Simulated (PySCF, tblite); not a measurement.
**C4H8Si: dynamics, then NMR shifts and electronic excitations on frames**

How do NMR shifts and electronic excitations of C4H8Si (`CC#C[SiH2]C`) change as the atoms move?

The runs use tblite 0.8.0 and PySCF 2.14.0, with density-fitted response routines of our own; the level of theory stands in each step. All values are computed, except where a source is named. Atoms are numbered from 0 throughout.

### Step 1. The molecule as given

13 atoms, charge 0, multiplicity 1; geometry from: GFN2-xTB.

Bonds of the start (Å): C0–C1 1.45, C1–C2 1.21, C2–Si3 1.85, Si3–C4 1.90, C0–H5 1.09, C0–H6 1.09, C0–H7 1.09, Si3–H8 1.47, Si3–H9 1.47, C4–H10 1.09, C4–H11 1.09, C4–H12 1.09.

### Step 2. Dynamics with GFN2-xTB

Job settings and geometry (Å):

```
{"job": {"kind": "md", "xc": "GFN2-xTB", "basis": "xTB", "temperature": 600, "steps": 2000, "every": 50, "frames": 5}, "charge": 0, "multiplicity": 1}
C      2.944546    -0.481467     0.139272
C      1.571031    -0.047176     0.268555
C      0.427065     0.315752     0.378879
Si    -1.326287     0.867960     0.543435
C     -2.421881    -0.300346    -0.475864
H      3.339468    -0.765781     1.114798
H      3.003718    -1.339614    -0.530258
H      3.553439     0.326311    -0.266805
H     -1.437925     2.241160     0.031121
H     -1.710083     0.811972     1.961391
H     -2.142141    -0.289043    -1.525631
H     -3.468011    -0.014311    -0.410656
H     -2.337326    -1.324930    -0.124556
```

With the program's defaults for keys left out, this is: GFN2-xTB Langevin dynamics, gas phase.

The run is started by

```bash
$ OMP_NUM_THREADS=1 python probes_run.py task.json out
```

This one command runs all jobs of the session in turn.

The program printed:

```text
t/fs     T/K      E/eV
    0.0   500.1   -389.11713
   25.0   350.1   -388.70433
   50.0   261.3   -388.55785
   75.0   301.9   -388.47463
  100.0   363.0   -388.51751
  125.0   402.9   -388.54258
  150.0   520.3   -388.23945
  175.0   634.1   -388.28677
  200.0   605.1   -388.22960
  225.0   597.3   -388.52265
  250.0   617.3   -388.54413
  275.0   550.7   -388.56825
  300.0   463.9   -388.20587
  325.0   516.9   -388.34114
  350.0   584.8   -388.51760
  375.0   629.9   -388.33541
  400.0   740.6   -388.46439
  425.0   700.5   -388.32271
  450.0   615.0   -388.25732
  475.0   508.1   -388.49918
  500.0   428.8   -388.46837
  525.0   532.3   -388.56518
  550.0   521.6   -388.51841
  575.0   433.8   -388.12528
  600.0   648.9   -388.68240
  625.0   484.7   -388.15412
  650.0   386.2   -388.13537
  675.0   497.3   -388.38936
  700.0   377.7   -388.31658
  725.0   420.4   -388.51146
  750.0   307.7   -388.41316
  775.0   501.4   -388.65499
  800.0   510.8   -388.57818
  825.0   500.2   -388.35632
  850.0   489.5   -388.13462
  875.0   585.4   -388.17671
  900.0   722.1   -388.61765
  925.0   506.8   -388.39102
  950.0   455.9   -388.42810
  975.0   502.3   -388.44824
 1000.0   458.9   -388.03236
```

It took 9 s on 1 thread of Arm Neoverse V1, shared host; peak memory 0.18 GiB.

Distance from the start (root mean square after alignment): 0 fs 0.00 Å, 200 fs 1.00 Å, 400 fs 0.31 Å, 600 fs 0.42 Å, 800 fs 1.07 Å, 1000 fs 1.27 Å.

Positions (Å) and forces (eV/Å) at 1000 fs:

```xyz
13

C     1.330   -1.651    1.016    1.935    0.007   -2.204
C     0.026   -1.236    1.383   -0.175   -0.572    0.703
C    -1.024   -0.760    1.722   -1.109    0.170   -0.414
Si   -2.704    0.047    1.848   -0.863   -0.952    0.403
C    -4.205   -0.079    0.583    2.275   -1.386    1.109
H     1.258   -1.839   -0.125    0.382    0.662    1.332
H     2.019   -0.814    1.264   -0.324   -0.116   -0.610
H     1.940   -2.514    1.330   -1.287   -0.135    0.706
H    -2.332    1.363    2.208    0.154    1.279   -0.022
H    -3.297   -0.518    3.128    0.217    0.025   -0.571
H    -5.027   -0.355    1.145   -1.988    0.337    1.570
H    -4.109   -1.004    0.078    0.858   -1.188   -1.014
H    -4.466    0.589   -0.159   -0.075    1.868   -0.990
```

### Step 3. Shielding tensors: 250 fs, PBE0/pcSseg-1

Job settings and geometry (Å):

```
{"job": {"kind": "nmr", "xc": "PBE0", "basis": "pcSseg-1", "pop": false}, "charge": 0, "multiplicity": 1}
C      2.073000    -1.026000     0.048200
C      0.791200    -0.394100     0.567000
C     -0.159800     0.273100     0.868400
Si    -1.726400     1.119500     1.021900
C     -2.967400    -0.012300     0.141600
H      1.939500    -1.026400    -1.068700
H      3.014700    -0.423500     0.167200
H      2.292200    -1.972000     0.554400
H     -1.781500     2.448200     0.403000
H     -1.868400     1.330700     2.471600
H     -2.894100     0.034000    -0.863200
H     -3.978800     0.187800     0.509400
H     -2.810000    -1.028100     0.420400
```

Method: GIAO PBE0/pcSseg-1 NMR shielding, non-relativistic, gas phase.

The program printed:

```text
coarse grid: 10928 points
cycle   1  E = -446.2244960634  dE =  3.121e-01  |g| = 4.814e-01  |ddm| = 3.262e+00
cycle   2  E = -446.1947886754  dE =  2.971e-02  |g| = 5.790e-01  |ddm| = 1.032e+00
cycle   3  E = -446.2761482803  dE = -8.136e-02  |g| = 1.815e-01  |ddm| = 6.015e-01
cycle   4  E = -446.2843998092  dE = -8.252e-03  |g| = 3.032e-02  |ddm| = 1.555e-01
cycle   5  E = -446.2846279449  dE = -2.281e-04  |g| = 8.118e-03  |ddm| = 4.111e-02
cycle   6  E = -446.2846444922  dE = -1.655e-05  |g| = 1.766e-03  |ddm| = 8.645e-03
cycle   7  E = -446.2846453565  dE = -8.644e-07  |g| = 2.574e-04  |ddm| = 2.777e-03
final grid: 99736 points
cycle   8  E = -446.3152816804  dE = -1.887e-05  |g| = 6.049e-03  |ddm| = 2.636e-02
cycle   9  E = -446.3152792660  dE =  2.414e-06  |g| = 6.781e-03  |ddm| = 1.124e-02
cycle  10  E = -446.3152908214  dE = -1.156e-05  |g| = 1.202e-03  |ddm| = 5.970e-03
cycle  11  E = -446.3152911719  dE = -3.505e-07  |g| = 2.646e-04  |ddm| = 1.026e-03
cycle  12  E = -446.3152911881  dE = -1.621e-08  |g| = 7.367e-05  |ddm| = 2.558e-04
cycle  13  E = -446.3152911895  dE = -1.458e-09  |g| = 1.180e-05  |ddm| = 9.054e-05
cycle  14  E = -446.3152911896  dE = -3.524e-11  |g| = 2.140e-06  |ddm| = 1.906e-05
converged SCF energy = -446.3152911896

GIAO shielding tensors (ppm)
atom      isotropic    diamagn.    paramagn.     s11        s22        s33       span
  0 C      172.764     250.906     -78.142    158.012    164.782    195.498     37.486
  1 C       69.374     271.271    -201.897    -23.995    -19.860    251.977    275.971
  2 C      100.481     261.399    -160.918      2.778     22.058    276.607    273.830
  3 Si     425.283     882.959    -457.677    388.346    411.343    476.159     87.812
  4 C      195.756     252.810     -57.054    185.733    194.794    206.741     21.007
  5 H       28.328      29.917      -1.590     23.211     27.535     34.237     11.025
  6 H       28.713      27.816       0.897     24.623     26.573     34.943     10.320
  7 H       29.444      27.430       2.014     24.604     27.501     36.228     11.624
  8 H       27.373      29.988      -2.615     24.207     25.420     32.492      8.285
  9 H       27.423      29.138      -1.715     23.703     25.795     32.772      9.069
 10 H       33.374      34.239      -0.865     29.237     30.640     40.245     11.008
 11 H       31.594      27.128       4.466     26.988     27.958     39.837     12.849
 12 H       32.200      32.833      -0.633     27.525     30.297     38.779     11.254
```

Wall time 14 s (1 thread of Arm Neoverse V1, shared host); peak memory 0.66 GiB.

Shifts follow as δ = σ(reference) − σ, with reference shieldings (ppm) from runs at the same level and on the same kind of geometry: 1H TMS 31.72, 13C TMS 186.9, 29Si TMS 349.2. The references are single molecules in the gas phase. Each atom is listed at this fixed geometry, with no averaging over motion; a spectrum would average atoms that exchange fast.

```tsv
atoms	environment	σ (ppm)	δ (ppm)
C1	alkyne carbon	69.4	117.6
C2	alkyne carbon	100.5	86.4
C0	propargylic methyl carbon	172.8	14.2
C4	methyl carbon bonded to Si	195.8	-8.8
H8	hydrogen on a silicon bonded to 2 C	27.37	4.34
H9	hydrogen on a silicon bonded to 2 C	27.42	4.29
H5	hydrogen on a propargylic methyl carbon	28.33	3.39
H6	hydrogen on a propargylic methyl carbon	28.71	3.00
H7	hydrogen on a propargylic methyl carbon	29.44	2.27
H11	hydrogen on a methyl carbon bonded to Si	31.59	0.12
H12	hydrogen on a methyl carbon bonded to Si	32.20	-0.48
H10	hydrogen on a methyl carbon bonded to Si	33.37	-1.66
Si3	silicon bonded to 2 C, 2 H	425.3	-76.1
```

Orbitals, density, ELF and potential are computed afterwards from the orbital file.

Frontier orbitals at PBE0/pcSseg-1, with the share of their density that lies nearest to each atom:

```tsv
orbital	energy (eV)	lies on
HOMO	-7.59	C1, C2 about 37 % each; C4 6 %
LUMO	0.19	C1, C2 about 24 % each; Si3 11 %; H8 11 %
```

ELF in a plane through or near 7 of the atoms.

Values, 10 rows by 14 columns:
```
0.00 0.00 0.00 0.00 0.00 0.00 0.00 0.00 0.00 0.00 0.00 0.00 0.00 0.00
0.00 0.00 0.00 0.00 0.00 0.00 0.00 0.00 0.00 0.00 0.00 0.00 0.00 0.00
0.00 0.00 0.00 0.00 0.00 0.04 0.14 0.03 0.13 0.18 0.03 0.00 0.00 0.00
0.00 0.00 0.54 0.72 0.03 0.38 0.66 0.65 0.11 0.41 0.12 0.00 0.00 0.00
0.00 0.01 0.97 0.99 0.55 0.50 0.46 0.83 0.43 0.14 0.16 0.02 0.00 0.00
0.00 0.00 0.18 0.45 0.23 0.63 0.85 0.55 0.48 0.85 0.84 0.95 0.01 0.00
0.00 0.00 0.06 0.41 0.53 0.08 0.33 0.02 0.30 0.33 0.85 0.96 0.01 0.00
0.00 0.00 0.01 0.06 0.07 0.00 0.00 0.00 0.11 0.28 0.11 0.09 0.00 0.00
0.00 0.00 0.00 0.00 0.00 0.00 0.00 0.00 0.01 0.02 0.01 0.00 0.00 0.00
0.00 0.00 0.00 0.00 0.00 0.00 0.00 0.00 0.00 0.00 0.00 0.00 0.00 0.00
```
The map spans 12.4 Å across and 8.9 Å up, centred on the molecule. Atoms in the plane (x, y in Å): C0 (-2.9, -0.2), C1 (-1.4, 0.2), C2 (-0.3, 0.6), Si3 (1.4, 0.9), C4 (2.2, -0.8), H6 (-3.6, 0.6), H11 (3.3, -0.8).

On the surface of density 0.002 e/bohr³ the electrostatic potential runs, from the 1st to the 99th percentile, from -0.99 V near C2 to 0.96 V near H7.

### Step 4. Ultraviolet spectrum: 250 fs, PBE0/def2-SVPD

The job, as its differences from that of step 3:

```diff
@@ -1,2 +1,2 @@
-{"job": {"kind": "nmr", "xc": "PBE0", "basis": "pcSseg-1", "pop": false}, "charge": 0, "multiplicity": 1}
+{"job": {"kind": "uv", "xc": "PBE0", "basis": "def2-SVPD", "nstates": 5, "ntriplets": 0}, "charge": 0, "multiplicity": 1}
 C      2.073000    -1.026000     0.048200
```

With the program's defaults for keys left out, this is: TDDFT PBE0/def2-SVPD, vertical, gas phase, core orbitals frozen in the response.

The program printed:

```text
coarse grid: 10928 points
cycle   1  E = -446.0289103554  dE =  2.770e-01  |g| = 4.582e-01  |ddm| = 6.152e+00
cycle   2  E = -445.9974878843  dE =  3.142e-02  |g| = 5.642e-01  |ddm| = 1.702e+00
cycle   3  E = -446.0775595384  dE = -8.007e-02  |g| = 1.771e-01  |ddm| = 9.608e-01
cycle   4  E = -446.0855761724  dE = -8.017e-03  |g| = 3.166e-02  |ddm| = 2.937e-01
cycle   5  E = -446.0858370447  dE = -2.609e-04  |g| = 7.778e-03  |ddm| = 7.308e-02
cycle   6  E = -446.0858533711  dE = -1.633e-05  |g| = 1.664e-03  |ddm| = 1.683e-02
cycle   7  E = -446.0858541645  dE = -7.934e-07  |g| = 2.787e-04  |ddm| = 4.755e-03
final grid: 99736 points
cycle   8  E = -446.1464334814  dE = -1.845e-05  |g| = 5.919e-03  |ddm| = 1.214e-01
cycle   9  E = -446.1464311567  dE =  2.325e-06  |g| = 6.621e-03  |ddm| = 2.025e-02
cycle  10  E = -446.1464426086  dE = -1.145e-05  |g| = 1.121e-03  |ddm| = 9.827e-03
cycle  11  E = -446.1464429280  dE = -3.194e-07  |g| = 1.882e-04  |ddm| = 1.848e-03
cycle  12  E = -446.1464429366  dE = -8.578e-09  |g| = 6.735e-05  |ddm| = 3.944e-04
cycle  13  E = -446.1464429379  dE = -1.295e-09  |g| = 9.776e-06  |ddm| = 1.395e-04
cycle  14  E = -446.1464429379  dE = -2.899e-11  |g| = 2.150e-06  |ddm| = 3.062e-05
converged SCF energy = -446.1464429379

Static polarisability (au): isotropic 75.950, principal 58.945 66.196 102.710

Singlet excitations
state   eV       nm        f      main configurations
  1   5.9044    210.0   0.00100   H->L 0.71, H-1->L 0.14
  2   6.2567    198.2   0.01128   H-1->L 0.54, H->L+1 0.25, H->L+2 0.11
  3   6.4186    193.2   0.00745   H-1->L+1 0.49, H-1->L+2 0.21, H->L+1 0.11
  4   7.0655    175.5   0.02157   H->L+2 0.59, H->L+1 0.36
  5   7.1677    173.0   0.01095   H-1->L+2 0.52, H-1->L+1 0.36
```

Wall time 18 s (1 thread of Arm Neoverse V1, shared host); peak memory 0.75 GiB.

Frontier orbitals and where they lie:

```tsv
orbital	eV	atoms
HOMO−3	-9.70	Si3 32 %, H9 25 %, C4 16 %
HOMO−2	-9.35	Si3 28 %, C4 25 %, H8 16 %
HOMO−1	-7.72	C2 37 %, C1 35 %, Si3 9 %
HOMO	-7.60	C2 36 %, C1 35 %, C0 7 %
LUMO	0.10	C1 23 %, C2 21 %, Si3 20 %
LUMO+1	0.46	C1 20 %, Si3 19 %, C2 14 %
LUMO+2	0.72	C1 20 %, C2 18 %, C0 18 %
```

With each of the 5 states as a Gaussian band of 0.4 eV half-width at 1/e, the curve within the window shown has maxima at 195 nm (ε 780), 175 nm (ε 1,300) L/(mol cm). Beyond the last state computed it falls off for lack of states. The curve at chosen wavelengths:

(nm, ε (L/mol/cm)): (166, 571), (169, 928), (171, 1137), (174, 1310), (177, 1277), (179, 1168), (182, 966), (185, 811), (187, 760), (190, 750), (193, 773), (195, 780), (198, 751), (201, 671), (204, 554), (206, 469), (209, 345), (212, 240), (214, 183), (217, 118), (220, 73), (222, 52), (225, 31), (228, 18), (230, 12), (233, 7)

Leading natural transition orbitals of singlet state 4: the hole lies on C1, C2 about 38 % each; the particle on H5, H7 about 16 % each; H6 13 %; C1, C2 about 10 % each.

Leading natural transition orbitals of singlet state 1: the hole lies on C1, C2 about 41 % each; the particle on C1, C2 about 30 % each; Si3 9 %; H8 9 %.

Further results of this job:

```tsv
property	computed
dipole moment (D)	1.45
polarisability (Å³)	11.25
HOMO–LUMO gap (eV)	7.70
−ε(HOMO) (eV)	7.60
```

### Step 5. Shielding tensors: 425 fs, PBE0/pcSseg-1

Job settings and geometry (Å):

```
{"job": {"kind": "nmr", "xc": "PBE0", "basis": "pcSseg-1", "pop": false}, "charge": 0, "multiplicity": 1}
C      1.777900    -1.317800     0.730400
C      0.525100    -0.678600     0.854100
C     -0.486300    -0.176600     1.253700
Si    -2.186600     0.661700     1.683000
C     -3.795100     0.192600     0.742700
H      1.780800    -1.992800     1.509200
H      1.752800    -1.746200    -0.348000
H      2.563600    -0.592900     0.892100
H     -2.037400     2.201300     1.813500
H     -2.317500    -0.054400     2.902800
H     -3.485700    -0.090700    -0.257200
H     -4.518800     0.958800     0.717400
H     -4.294700    -0.643000     1.149100
```

Level: GIAO PBE0/pcSseg-1 NMR shielding, non-relativistic, gas phase.

The program printed:

```text
coarse grid: 10928 points
cycle   1  E = -446.2069280025  dE =  3.497e-01  |g| = 4.808e-01  |ddm| = 3.268e+00
cycle   2  E = -446.1998006697  dE =  7.127e-03  |g| = 5.013e-01  |ddm| = 1.381e+00
cycle   3  E = -446.2675761583  dE = -6.778e-02  |g| = 6.838e-02  |ddm| = 8.282e-01
cycle   4  E = -446.2681011021  dE = -5.249e-04  |g| = 5.108e-02  |ddm| = 8.962e-02
cycle   5  E = -446.2687556099  dE = -6.545e-04  |g| = 6.320e-03  |ddm| = 4.566e-02
cycle   6  E = -446.2687650718  dE = -9.462e-06  |g| = 1.822e-03  |ddm| = 8.417e-03
final grid: 99736 points
cycle   7  E = -446.2991122208  dE = -2.112e-05  |g| = 5.990e-03  |ddm| = 2.763e-02
cycle   8  E = -446.2991098292  dE =  2.392e-06  |g| = 6.706e-03  |ddm| = 1.079e-02
cycle   9  E = -446.2991211782  dE = -1.135e-05  |g| = 8.514e-04  |ddm| = 5.846e-03
cycle  10  E = -446.2991213373  dE = -1.591e-07  |g| = 3.565e-04  |ddm| = 9.923e-04
cycle  11  E = -446.2991213673  dE = -3.001e-08  |g| = 7.099e-05  |ddm| = 3.130e-04
cycle  12  E = -446.2991213686  dE = -1.261e-09  |g| = 1.688e-05  |ddm| = 1.010e-04
cycle  13  E = -446.2991213686  dE = -7.822e-11  |g| = 3.211e-06  |ddm| = 3.629e-05
converged SCF energy = -446.2991213686

GIAO shielding tensors (ppm)
atom      isotropic    diamagn.    paramagn.     s11        s22        s33       span
  0 C      181.700     250.241     -68.541    172.158    177.601    195.342     23.184
  1 C       74.654     269.775    -195.120    -24.364    -20.133    268.461    292.825
  2 C      103.627     268.893    -165.265     18.237     26.820    265.825    247.588
  3 Si     414.760     880.469    -465.709    350.457    409.446    484.377    133.921
  4 C      196.398     255.563     -59.165    187.643    199.997    201.554     13.911
  5 H       30.394      29.128       1.266     24.732     30.048     36.403     11.671
  6 H       27.903      27.123       0.781     22.479     26.517     34.714     12.235
  7 H       29.657      29.110       0.548     24.784     28.248     35.939     11.156
  8 H       26.220      28.059      -1.839     22.049     25.431     31.181      9.132
  9 H       27.363      29.277      -1.914     23.082     27.246     31.759      8.677
 10 H       31.475      34.420      -2.945     26.517     29.817     38.090     11.572
 11 H       32.490      29.619       2.871     27.698     29.308     40.465     12.767
 12 H       32.193      30.827       1.366     27.565     29.322     39.693     12.128
```

Run time: 8.6 s. Hardware: 1 thread of Arm Neoverse V1, shared host; peak memory 0.68 GiB.

This run: δ C1 112.3, C2 83.3, C0 5.2, C4 -9.5, H8 5.50, H9 4.35 ppm.

### Step 6. TDDFT and polarisability: 425 fs, PBE0/def2-SVPD

The job, as its differences from that of step 5:

```diff
@@ -1,2 +1,2 @@
-{"job": {"kind": "nmr", "xc": "PBE0", "basis": "pcSseg-1", "pop": false}, "charge": 0, "multiplicity": 1}
+{"job": {"kind": "uv", "xc": "PBE0", "basis": "def2-SVPD", "nstates": 5, "ntriplets": 0}, "charge": 0, "multiplicity": 1}
 C      1.777900    -1.317800     0.730400
```

Level: TDDFT PBE0/def2-SVPD, vertical, gas phase, core orbitals frozen in the response.

The program printed:

```text
coarse grid: 10928 points
cycle   1  E = -446.0118886800  dE =  3.136e-01  |g| = 4.547e-01  |ddm| = 6.401e+00
cycle   2  E = -446.0038950252  dE =  7.994e-03  |g| = 4.770e-01  |ddm| = 2.519e+00
cycle   3  E = -446.0685972935  dE = -6.470e-02  |g| = 7.355e-02  |ddm| = 1.258e+00
cycle   4  E = -446.0693206450  dE = -7.234e-04  |g| = 5.171e-02  |ddm| = 1.641e-01
cycle   5  E = -446.0700077150  dE = -6.871e-04  |g| = 6.292e-03  |ddm| = 8.217e-02
cycle   6  E = -446.0700175913  dE = -9.876e-06  |g| = 1.708e-03  |ddm| = 1.663e-02
final grid: 99736 points
cycle   7  E = -446.1303563929  dE = -2.014e-05  |g| = 5.549e-03  |ddm| = 7.569e-02
cycle   8  E = -446.1303545490  dE =  1.844e-06  |g| = 6.159e-03  |ddm| = 2.249e-02
cycle   9  E = -446.1303645821  dE = -1.003e-05  |g| = 7.677e-04  |ddm| = 9.658e-03
cycle  10  E = -446.1303647306  dE = -1.484e-07  |g| = 2.413e-04  |ddm| = 1.511e-03
cycle  11  E = -446.1303647445  dE = -1.394e-08  |g| = 6.252e-05  |ddm| = 4.266e-04
cycle  12  E = -446.1303647456  dE = -1.044e-09  |g| = 1.431e-05  |ddm| = 1.728e-04
cycle  13  E = -446.1303647456  dE = -6.366e-11  |g| = 3.180e-06  |ddm| = 4.162e-05
converged SCF energy = -446.1303647456

Static polarisability (au): isotropic 77.433, principal 58.776 65.596 107.928

Singlet excitations
state   eV       nm        f      main configurations
  1   5.7812    214.5   0.00098   H->L 0.71, H-1->L 0.16
  2   6.1514    201.6   0.01438   H-1->L 0.50, H->L+1 0.23
  3   6.3116    196.4   0.00168   H-1->L+1 0.53, H->L+1 0.19, H-1->L+2 0.10
  4   6.8011    182.3   0.00353   H->L+2 0.73, H->L+1 0.20
  5   6.9132    179.3   0.04317   H-1->L+2 0.59, H-1->L+1 0.23, H-1->L 0.08
```

Run time: 13 s. Hardware: 1 thread of Arm Neoverse V1, shared host; peak memory 0.74 GiB.

Key values: HOMO -7.37 eV, LUMO 0.07 eV; lowest singlet 5.78 eV.

### Step 7. NMR shieldings: 625 fs, PBE0/pcSseg-1

Job settings and geometry (Å):

```
{"job": {"kind": "nmr", "xc": "PBE0", "basis": "pcSseg-1", "pop": false}, "charge": 0, "multiplicity": 1}
C      1.504100    -1.615200     0.554500
C      0.310000    -0.769400     0.984900
C     -0.687100    -0.371500     1.551100
Si    -2.349900     0.286200     1.948800
C     -3.127200     0.601900     0.302900
H      1.040900    -2.542100     0.367700
H      2.146000    -1.117900    -0.323700
H      2.207900    -1.893900     1.389400
H     -2.039000     1.519900     2.697900
H     -3.172300    -0.654200     2.976000
H     -3.036800     1.644300    -0.025500
H     -4.150200     0.265300     0.443700
H     -2.581400    -0.016200    -0.511400
```

Level: GIAO PBE0/pcSseg-1 NMR shielding, non-relativistic, gas phase.

The program printed:

```text
coarse grid: 10928 points
cycle   1  E = -446.2187514338  dE =  1.683e-01  |g| = 4.471e-01  |ddm| = 3.159e+00
cycle   2  E = -446.1931756927  dE =  2.558e-02  |g| = 5.375e-01  |ddm| = 1.028e+00
cycle   3  E = -446.2638476495  dE = -7.067e-02  |g| = 1.760e-01  |ddm| = 5.950e-01
cycle   4  E = -446.2716246941  dE = -7.777e-03  |g| = 3.027e-02  |ddm| = 1.575e-01
cycle   5  E = -446.2718530194  dE = -2.283e-04  |g| = 7.974e-03  |ddm| = 3.973e-02
cycle   6  E = -446.2718689905  dE = -1.597e-05  |g| = 1.870e-03  |ddm| = 8.473e-03
cycle   7  E = -446.2718699301  dE = -9.396e-07  |g| = 2.865e-04  |ddm| = 2.370e-03
final grid: 99736 points
cycle   8  E = -446.3032344642  dE = -1.642e-05  |g| = 5.420e-03  |ddm| = 2.018e-02
cycle   9  E = -446.3032323974  dE =  2.067e-06  |g| = 6.142e-03  |ddm| = 1.054e-02
cycle  10  E = -446.3032420840  dE = -9.687e-06  |g| = 1.068e-03  |ddm| = 5.610e-03
cycle  11  E = -446.3032423483  dE = -2.643e-07  |g| = 3.120e-04  |ddm| = 9.549e-04
cycle  12  E = -446.3032423712  dE = -2.291e-08  |g| = 7.886e-05  |ddm| = 2.843e-04
cycle  13  E = -446.3032423729  dE = -1.668e-09  |g| = 1.351e-05  |ddm| = 9.153e-05
cycle  14  E = -446.3032423730  dE = -4.911e-11  |g| = 1.720e-06  |ddm| = 2.291e-05
converged SCF energy = -446.3032423730

GIAO shielding tensors (ppm)
atom      isotropic    diamagn.    paramagn.     s11        s22        s33       span
  0 C      168.987     247.223     -78.236    153.479    161.838    191.644     38.165
  1 C       68.636     264.682    -196.046    -26.260    -16.875    249.043    275.303
  2 C       93.432     269.005    -175.573    -13.505     18.545    275.257    288.763
  3 Si     414.167     882.790    -468.623    377.028    404.656    460.818     83.789
  4 C      186.815     255.478     -68.664    167.787    189.637    203.020     35.233
  5 H       29.619      29.403       0.216     24.482     29.336     35.038     10.556
  6 H       27.389      26.952       0.437     22.870     25.406     33.890     11.020
  7 H       28.439      25.780       2.659     24.301     26.639     34.378     10.077
  8 H       27.129      29.628      -2.499     23.977     25.345     32.066      8.089
  9 H       25.653      26.732      -1.079     22.601     24.060     30.299      7.698
 10 H       30.423      30.955      -0.532     26.524     27.606     37.139     10.615
 11 H       30.919      27.648       3.271     26.003     28.429     38.326     12.322
 12 H       29.294      32.683      -3.389     24.806     28.160     34.916     10.110
```

Wall time 8.8 s (1 thread of Arm Neoverse V1, shared host); peak memory 0.68 GiB.

This run: δ C1 118.3, C2 93.5, C0 17.9, C4 0.1, H9 6.06, H8 4.59 ppm.

[end of part 1 of 2]
